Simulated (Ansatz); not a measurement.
# Cs (diamond type): the cost of one run

Computed with Ansatz 0.2.0 (DFT LDA, with the methods named in each step, unless a step's input says otherwise).

This is Cs in the diamond structure; at room conditions it is bcc.

**1. The structure to begin with**

The structure is cubic, space group Fd-3m (No. 227). The conventional cell has a = 10.733 Å, b = 10.733 Å, c = 10.733 Å, α = 90.00°, β = 90.00°, γ = 90.00°.

Coordinates:

```
Cs
1.0
     0.00000    5.36639    5.36639
     5.36639    0.00000    5.36639
     5.36639    5.36639    0.00000
Cs
2
Direct
  0.87500 0.87500 0.87500
  0.12500 0.12500 0.12500
```

Whether this phase is the stable one at these pressures isn't tested.

Atoms are numbered in the order of the input: Cs1, Cs2.

**2. The reference volume, LAPW**

File input.yaml:

```yaml
crystal:
  lattice:
    - [0.0, 5.3663886678, 5.3663886678]
    - [5.3663886678, 0.0, 5.3663886678]
    - [5.3663886678, 5.3663886678, 0.0]
  atoms:
    - { symbol: Cs, position: [-0.125, -0.125, -0.125] }
    - { symbol: Cs, position: [0.125, 0.125, 0.125] }
kpoints:
  mp_grid: { grid: [7, 7, 7] }
  band_path:
    path:
      - [0.0, 0.0, 0.0]
      - [0.5, 0.0, 0.5]
      - [0.625, 0.25, 0.625]
      - [0.375, 0.375, 0.75]
      - [0.0, 0.0, 0.0]
      - [0.5, 0.5, 0.5]
      - [0.5, 0.25, 0.75]
      - [0.5, 0.0, 0.5]
    npoints: 14
scf:
  occupations: { method: fermi_dirac, width: 0.08 }
hamiltonian:
  xc: lda
  pseudopotentials: { kind: all_electron, lapw: { basis_error: 0.001 } }
output:
  forces: true
  stress: true
  eigenvalues: true
  populations: true
  dos: { projected: true, de: 0.2, e_range: [-14, 8] }
```

The run is started by

```sh
$ ansatz run input.yaml --threads 1 --pin off --max-ram 2048MiB --backend cpu --events-out ev --progress --plain --runs-dir out
```

**Question.** How long does this run take on 1 thread of Arm Neoverse V1, shared host, and how much memory does it need?

About 14 s, with a peak of 0.24 GiB.
